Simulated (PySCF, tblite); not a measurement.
# C₄H₆BF+ (doublet): geometry, infrared bands and EPR parameters

Aim: predict the infrared bands and EPR parameters of C₄H₆BF+ (doublet) (`C[C+]1C[C]1BF`).

Programs: tblite 0.8.0 and PySCF 2.14.0, with density-fitted response routines of our own. Each step states its level of theory. These are calculated values for one molecule in the gas phase, unless marked as measured. Atoms are numbered from 0 throughout.

## 1. The molecule as given

12 atoms, charge 1, multiplicity 2; geometry from: force field or distance geometry start.

Bonds of the start (Å): C0–C1 1.51, C1–C2 1.49, C2–C3 1.52, C3–B4 1.59, B4–F5 1.47, C3–C1 1.49, C0–H6 1.11, C0–H7 1.09, C0–H8 1.11, C2–H9 1.12, C2–H10 1.09, B4–H11 1.17.

## 2. Geometry optimisation with GFN2-xTB

Job settings and geometry (Å):

```
{"job": {"kind": "relax", "xc": "GFN2-xTB", "basis": "xTB"}, "charge": 1, "multiplicity": 2}
C      1.788500     0.036800     0.058600
C      0.362400    -0.356400    -0.229000
C     -0.758100    -1.334400    -0.192000
C     -0.956400     0.049600    -0.786300
B     -1.596900     1.205500     0.090100
F     -1.606100     2.521800    -0.560400
H      1.739200     1.088000     0.399900
H      2.412500    -0.100100    -0.820100
H      2.184400    -0.554900     0.908700
H     -0.736000    -2.131100    -0.972700
H     -1.103500    -1.550900     0.822600
H     -1.728700     1.125500     1.254500
```

Run with:

```bash
OMP_NUM_THREADS=1 python probes_run.py task.json out
```

One launch serves the whole session: the jobs run in the order shown.

**Question.** This job is followed by: GFN2-xTB harmonic vibrations, gas phase; UKS B3LYP, pcH-1 on B C F H, non-relativistic, mean-field spin-orbit, GIAO. What will the session give for the following? strongest single infrared mode (GFN2-xTB); zero-point energy (GFN2-xTB); g(iso) (B3LYP); ⟨S²⟩; largest a(iso) (averaged by class).

The runs gave:

| quantity | value |
| --- | --- |
| strongest single infrared mode (GFN2-xTB) | 1295 cm⁻¹, 254 km/mol |
| zero-point energy (GFN2-xTB) | 53.1 kcal/mol |
| g(iso) (B3LYP) | 2.00287 |
| ⟨S²⟩ | 0.753 (exact 0.75) |
| largest a(iso) (averaged by class) | 1H on H9, H10, 266.6 MHz |

In words: Over 80 steps the energy fell by 1.878 eV; of the close pairs, B4–F5 changed most, 1.468 to 1.288 Å. No mode is imaginary among the 30: a minimum at this level. The strongest single mode, at 1295 cm⁻¹, moves mainly H8 and H7. Unscaled tight-binding wavenumbers are off by several per cent, some by more. Its intensities can rank the bands wrongly. The largest spin populations lie on C3 (0.45 e), C1 (0.31 e). The isotropic g lies 0.6 ppt above the free-electron value. The conformer search found further structures of the same energy, which may be mirror or relabelled copies of this one.
